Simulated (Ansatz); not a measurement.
# doublet [GeN2H4]+: levels of theory compared

Aim: a comparison of 6 runs (U-r2SCAN/def2-SVPD, U-revPBE/def2-SVPD, U-wB97M-V/def2-SVPD, U-wB97X/def2-SVPD, RPA@PBE/def2-SVPD, UCCSD(T)/def2-SVPD) of doublet [GeN2H4]+. 

The calculation is run with Ansatz 0.2.0.

43 further runs of the same task are left out: 43 set aside as unsound or not needed. Runs told in other sessions of the task aren't counted.

### Step 1. The system as given

The species is [GeN2H4]+ (7 atoms), meant as a doublet with charge +1. As SMILES of the parent species, `[NH2][Ge][NH2]`. Geometry: relaxed at PBE0-D4/def2-TZVP. This is one conformer, not always the lowest. That shape belongs to the parent species and isn't relaxed for this state.

Bond lengths: N1–Ge2 1.827 Å, Ge2–N3 1.827 Å, N1–H4 1.006 Å, N1–H5 1.008 Å, N3–H6 1.008 Å, N3–H7 1.006 Å. Angles: N1–Ge2–N3 97.3°, Ge2–N1–H4 120.9°, Ge2–N1–H5 126.9°, Ge2–N3–H6 126.9°, Ge2–N3–H7 120.9°, H4–N1–H5 112.3°, H6–N3–H7 112.3°.

### Step 2. A single-point energy at U-r2SCAN/def2-SVPD (run 1)

input.yaml reads:

```yaml
crystal:
  periodic: [false, false, false]
  atoms:
    - {symbol: "N", position_ang: [-1.179700, 0.092100, -0.683900]}
    - {symbol: Ge, position_ang: [-0.069700, -1.237600, -0.102500]}
    - {symbol: "N", position_ang: [1.194700, -0.165000, 0.665000]}
    - {symbol: H, position_ang: [-2.029900, -0.124000, -1.176400]}
    - {symbol: H, position_ang: [-1.047800, 1.084700, -0.566600]}
    - {symbol: H, position_ang: [1.191600, 0.842500, 0.702200]}
    - {symbol: H, position_ang: [2.002000, -0.560700, 1.116500]}
basis:
  gaussian:
    orbitals: def2-SVPD
total_charge: 1
magnetization:
  spin_polarized: true
  initial_magnetization: 1
hamiltonian:
  xc: r2scan
accuracy: high
output: {orbitals: {seedname: orbitals}}
```

Started as:

```console
ansatz run input.yaml --threads 1 --pin off --max-ram 3480MiB --events-out events.jsonl --progress --plain --runs-dir runs
```

The log of the run:

```text
Warning: RAYON_NUM_THREADS=1 ignored (pool sized by the plan → 1); use --threads N
Functional definition: r2SCAN
  name "r2SCAN"
  parameter k0 = 0.174
  parameter k1 = 0.065
  parameter a1 = 4.9479
  exchange = r2scan_x(k0 = k0, k1 = k1, a1 = a1)
  correlation = r2scan_c
2230 factors; integrals over basis functions are off by at most 4.5e-9 eV
mean field evaluation 1: about -59516.8813 eV, gradient 8.0e1 eV
mean field evaluation 2: about -59406.1896 eV, gradient 1.4e2 eV
mean field evaluation 4: about -59541.3146 eV, gradient 2.3e1 eV
mean field evaluation 8: about -59544.2107 eV, gradient 4.2e0 eV
mean field evaluation 16: about -59544.3543 eV, gradient 5.9e-2 eV
mean field evaluation 32: about -59544.3543 eV, gradient 1.2e-7 eV
mean field -59544.35428960 eV, -2188.2146595297 hartree, gradient 5.2e-8 eV, S^2 0.776083; 3 other end points of the search recorded, 0 dependent functions left out
reference -59544.35429278 eV, -2188.2146596468 hartree; 25, 24 occupied and 85, 86 virtual orbitals, 2230 factors
Total energy: -59544.35429278 eV, -2188.2146596468 hartree
```

Run time: 31 s. Hardware: 1 thread of Intel Xeon Platinum 8488C (Sapphire Rapids), shared host; peak memory 0.52 GiB.

### Step 3. The energy at U-revPBE/def2-SVPD (run 2)

run.yaml reads:

```yaml
crystal:
  periodic: [false, false, false]
  atoms:
    - {symbol: "N", position_ang: [-1.179700, 0.092100, -0.683900]}
    - {symbol: Ge, position_ang: [-0.069700, -1.237600, -0.102500]}
    - {symbol: N, position_ang: [1.194700, -0.165000, 0.665000]}
    - {symbol: H, position_ang: [-2.029900, -0.124000, -1.176400]}
    - {symbol: H, position_ang: [-1.047800, 1.084700, -0.566600]}
    - {symbol: H, position_ang: [1.191600, 0.842500, 0.702200]}
    - {symbol: H, position_ang: [2.002000, -0.560700, 1.116500]}
basis:
  gaussian:
    orbitals: def2-SVPD
total_charge: 1
magnetization:
  spin_polarized: true
  initial_magnetization: 1
hamiltonian:
  xc: {name: revPBE}
accuracy: high
output: {orbitals: {seedname: orbitals}}
```

Started as:

```console
ansatz run run.yaml --threads 1 --pin off --max-ram 3480MiB --events-out events.jsonl --progress --plain --runs-dir runs
```

The log of the run:

```text
Warning: RAYON_NUM_THREADS=1 ignored (pool sized by the plan → 1); use --threads N
Functional definition: revPBE
  name "revPBE"
  parameter kappa = 1.245
  parameter beta = 0.06672455060314922
  exchange = pbe_x(kappa = kappa, mu = beta*pi^2/3)
  correlation = pbe_c(beta = beta)
2230 factors; integrals over basis functions are off by at most 4.5e-9 eV
mean field evaluation 1: about -59509.4169 eV, gradient 8.6e1 eV
mean field evaluation 2: about -59357.1623 eV, gradient 1.6e2 eV
mean field evaluation 4: about -59537.2504 eV, gradient 2.6e1 eV
mean field evaluation 8: about -59541.0940 eV, gradient 4.1e0 eV
mean field evaluation 16: about -59541.2424 eV, gradient 1.8e-1 eV
mean field evaluation 32: about -59541.2421 eV, gradient 3.4e-2 eV
mean field -59541.24587417 eV, -2188.1004273697 hartree, gradient 2.1e-8 eV, S^2 0.758239; 3 other end points of the search recorded, 0 dependent functions left out
reference -59541.24587881 eV, -2188.1004275402 hartree; 25, 24 occupied and 85, 86 virtual orbitals, 2230 factors
Total energy: -59541.24587881 eV, -2188.1004275402 hartree
```

It took 18 s on 1 thread of Intel Xeon Platinum 8488C (Sapphire Rapids), shared host; peak memory 0.38 GiB.

Runs 3 to 5 aren't shown in full; the table further down has their settings and results.

### Step 4. A single-point energy at UCCSD(T)/def2-SVPD (run 6)

run.yaml reads:

```yaml
crystal:
  periodic: [false, false, false]
  atoms:
    - {symbol: N, position_ang: [-1.179700, 0.092100, -0.683900]}
    - {symbol: Ge, position_ang: [-0.069700, -1.237600, -0.102500]}
    - {symbol: "N", position_ang: [1.194700, -0.165000, 0.665000]}
    - {symbol: H, position_ang: [-2.029900, -0.124000, -1.176400]}
    - {symbol: H, position_ang: [-1.047800, 1.084700, -0.566600]}
    - {symbol: H, position_ang: [1.191600, 0.842500, 0.702200]}
    - {symbol: H, position_ang: [2.002000, -0.560700, 1.116500]}
basis:
  gaussian: {orbitals: def2-SVPD}
magnetization: {spin_polarized: true, initial_magnetization: 1}
accuracy: high
total_charge: 1
correlation: {method: ccsd_t, frozen_orbitals: {Ge: 9, H: 0, "N": 1}}
scf: {omitted_lower_state_checks: [cluster_reference, increment]}
```

Started as:

```console
ansatz run run.yaml --threads 1 --pin off --max-ram 3480MiB --events-out events.jsonl --progress --plain --runs-dir runs
```

The log of the run:

```text
Warning: RAYON_NUM_THREADS=1 ignored (pool sized by the plan → 1); use --threads N
[... 14 lines left out ...]
11 core orbitals not correlated: weight in the atoms' cores, before any rotation towards them, 1.000 or more for the frozen orbitals, at most 0.000 for the correlated occupied ones
[... 37 lines left out ...]
Total energy: -59499.89516022 eV, -2186.5808166606 hartree
Checks for a lower state left out: cluster_reference, increment
```

Run time: 2.4 min. Hardware: 1 thread of Intel Xeon Platinum 8488C (Sapphire Rapids), shared host; peak memory 1.9 GiB.

### Step 5. All runs side by side

| run | level | frozen core orbitals | energy (Eh) | HOMO energy (eV) | LUMO energy (eV) | ⟨S²⟩ | wall time |
| --- | --- | --- | --- | --- | --- | --- | --- |
| 1 | U-r2SCAN/def2-SVPD | – | -2188.214660 | -12.24 | -11.89 | 0.776 | 31 s |
| 2 | U-revPBE/def2-SVPD | – | -2188.100428 | -12.06 | -11.96 | 0.758 | 18 s |
| 3 | U-wB97M-V/def2-SVPD | – | -2188.116088 | -15.45 | -9.57 | 0.753 | 2.9 min |
| 4 | U-wB97X/def2-SVPD | – | -2188.284775 | -15.43 | -9.46 | 0.769 | 100 s |
| 5 | RPA@PBE/def2-SVPD | 11 | -2186.819789 | – | – | 0.757 | 34 s |
| 6 | UCCSD(T)/def2-SVPD | 11 | -2186.580817 | – | – | 0.758 | 2.4 min |

### Step 6. What came out

| quantity | value |
| --- | --- |
| run 6: total energy | -2186.58082 Eh |
| run 6: correlation energy (11 core orbitals frozen) | -597.8 mEh |
| run 6: (T) correction | -20.65 mEh |
| run 6: ⟨S²⟩ of the reference determinant | 0.758 |
| run 6: T1 diagnostic | 0.018 |

**Reading.** Totals of different functionals can't be ranked against each other. All runs together took 8.3 min, the longest 2.9 min.
